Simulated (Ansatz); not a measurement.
# GeN2H (quartet): from Hartree-Fock to the top rungs at a displaced geometry (v1), cc-pVDZ

An exercise on one series of results from a longer session: the logs are not shown, and one member is left open.

The runs use Ansatz 0.2.0, Gaussian basis; cc-pVDZ, core rule «outside noble gas», up to 16 orbitals frozen.

The runs, in order: UHF; CCSD(T) on ROHF; CCSD(T) on UHF; BCCD(T) on ROHF; CISD; CCSDT(Q) on ROHF; CCSDT(Q) on UHF.

36 further runs of the same task are left out: 5 for a known fault of the program, 14 that didn't finish, 17 set aside as unsound or not needed.

**The geometry**

The geometry is a PBE0/def2-TZVP stationary point (not a proven minimum) with its atoms shifted at random (size 0.040 Å). No spin-orbit coupling is included. The filled d shell of Ge may be among the frozen orbitals whatever the setting's name suggests; the logs give the count.

4 atoms, charge 0, spin multiplicity 4.

Atoms are counted from 1 here; the program's logs count them from 0.

Bond lengths: Ge1–N2 1.964 Å, N2–N3 1.246 Å, N2–H4 1.031 Å. Angles: Ge1–N2–N3 135.9°, Ge1–N2–H4 113.5°, N3–N2–H4 110.6°.

Coordinates:

```
Ge   -0.0058   -0.0255    0.6963
N    -0.0067    0.3550   -1.2306
N     0.0413   -0.3208   -2.2763
H    -0.0615    1.3601   -1.4512
```

The first run:

Input file in.yaml:

```yaml
crystal:
  periodic: [false, false, false]
  atoms:
    - {symbol: Ge, position_ang: [-0.005827, -0.025467, 0.696348]}
    - {symbol: N, position_ang: [-0.006660, 0.354957, -1.230551]}
    - {symbol: N, position_ang: [0.041304, -0.320761, -2.276343]}
    - {symbol: H, position_ang: [-0.061473, 1.360141, -1.451196]}
basis:
  gaussian: {orbitals: cc-pVDZ}
magnetization: {spin_polarized: true, initial_magnetization: 3}
hamiltonian: {xc: hf}
output: {orbitals: {seedname: orbitals}}
```

Command:

```bash
$ ansatz run in.yaml --threads 1 --pin off --events-out ev --progress --plain --max-ram 2393MiB
```

Steps of the session up to this table: UHF; CCSD(T) on ROHF; CCSD(T) on UHF; BCCD(T) on ROHF; CISD; CCSDT(Q) on ROHF; CCSDT(Q) on UHF.

One of the session's tables, all rows but one given; the rest of the session is left out.

```
   method  from UCCSDT(Q) (meV)
     ROHF              +11115.3
      UHF              +10564.1
     RMP2               +1546.5
     UMP2               +1556.2
    RCCSD                +502.6
    UCCSD                +466.3
 RCCSD(T)                +103.9
 UCCSD(T)                 +89.6
  BCCD(T)                 +84.5
   RCCSDT                 +53.7
   UCCSDT                 +43.6
RCCSDT(Q)                     ?
UCCSDT(Q)                     0
```

**Question.** Estimate the row for RCCSDT(Q).

The run gave: from UCCSDT(Q) (meV): +8.6. In the column «from UCCSDT(Q) (meV)» it lies between UCCSDT(Q) (0) and UCCSDT (+43.6).

Not comparable, so not listed: CISD (they don't share determinant, frozen orbitals or solution with the rows shown, or repeat one).

Caveats from the session: Restricted and unrestricted rows rest on different reference determinants; where their highest levels disagree by more than a few hundredths of an eV, they describe different states and don't form one ladder.
